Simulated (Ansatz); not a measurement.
# The pair H₃P···AsH₃: a pair, distance and slip

Aim: map the energy of the pair H₃P···AsH₃ over two coordinates, and find its wells, ridges and stiffness.

Program: Ansatz 0.2.0. Level of theory: RKS PBE0-D4/def2-TZVPD. These are calculated values, not measurements.

## (1) Where the work starts

8 atoms, charge 0, spin multiplicity 1.

Atoms are counted from 1 here; the program's logs count them from 0.

Bond lengths: P1–H2 1.442 Å, P1–H3 1.438 Å, P1–H4 1.438 Å, As5–H6 1.540 Å, As5–H7 1.539 Å, As5–H8 1.537 Å. Angles: H2–P1–H3 92.7°, H2–P1–H4 92.7°, H3–P1–H4 92.6°, H6–As5–H7 91.2°, H6–As5–H8 91.6°, H7–As5–H8 91.5°.

Coordinates:

```xyz
8
charge 0, multiplicity 1
P     0.38830    0.18690   -1.95353
H     0.33554    0.24162   -3.39357
H    -1.02982    0.38989   -1.82654
H     0.25247   -1.24426   -1.93501
As   -0.16663   -0.12910    1.69931
H    -1.14214    0.20560    2.84353
H     0.78087   -0.85098    2.67411
H     0.58140    1.20022    1.89172
```

This geometry comes from a loose relaxation at PBE in a small basis, which is not shown.

## (5) Plan of the scan

- separation of As5 and P1 along their line in the relaxed pair: 9 values from 3.034 to 5.634 Å
- sideways slip of P1, H2, H3, H4: 9 values from −1.500 to 1.500 Å

Nothing else is relaxed (both partners rigid). Energies count from the two partners far apart, frozen as in the relaxed pair, each in its own basis (no counterpoise correction). Points are written as (first, second).

(The set-up runs are not shown.)

## (6) Point (5.634 Å, −0.375 Å)

input.yaml reads:

```yaml
crystal:
  periodic: [false, false, false]
  atoms:
    - { symbol: P, position_ang: [0.974586, -0.283151, -3.712848] }
    - { symbol: H, position_ang: [1.342187, -0.238795, -5.084673] }
    - { symbol: H, position_ang: [-0.278346, 0.343126, -3.938239] }
    - { symbol: H, position_ang: [0.433204, -1.590951, -3.810145] }
    - { symbol: As, position_ang: [-0.439739, -0.046139, 1.748479] }
    - { symbol: H, position_ang: [-0.749141, -0.060676, 3.240645] }
    - { symbol: H, position_ang: [0.910792, -0.712755, 1.954255] }
    - { symbol: H, position_ang: [0.164595, 1.346771, 1.8203] }
basis:
  gaussian: { orbitals: def2-TZVPD }
hamiltonian:
  xc: pbe0
  dispersion: d4
output:
  forces: true
```

Run with:

```bash
$ ansatz run input.yaml --threads 1 --pin off --max-ram 2560MiB --backend cpu --events-out ev --progress --plain --runs-dir out
```

The session goes on with these runs: the other points that were computed.

Before running it: what results should come out? Wanted: lowest point; highest computed point; dipole moment.

The runs gave:

| quantity | value |
| --- | --- |
| lowest point | (3.693 Å, 0.000 Å), −7.4 kJ/mol |
| highest computed point | (3.034 Å, 1.125 Å), 9.7 kJ/mol above the lowest |
| dipole moment (D) | 0.311 at (5.634 Å, 1.500 Å) to 0.356 at (3.034 Å, 0.000 Å); 0.332 at the lowest point |
| time for the whole task | 8.9 min on 1 thread, shared host |

In words: The lowest computed point is at (3.693 Å, 0.000 Å), −7.4 kJ/mol from the two partners far apart, frozen as in the relaxed pair, each in its own basis (no counterpoise correction). No other kind of well shows on this grid. The highest computed point, (3.034 Å, 1.125 Å), lies 9.7 kJ/mol above the lowest. Round the minimum the two coordinates are nearly uncoupled. No counterpoise correction was made, so wells between separate parts tend to come out somewhat too deep.
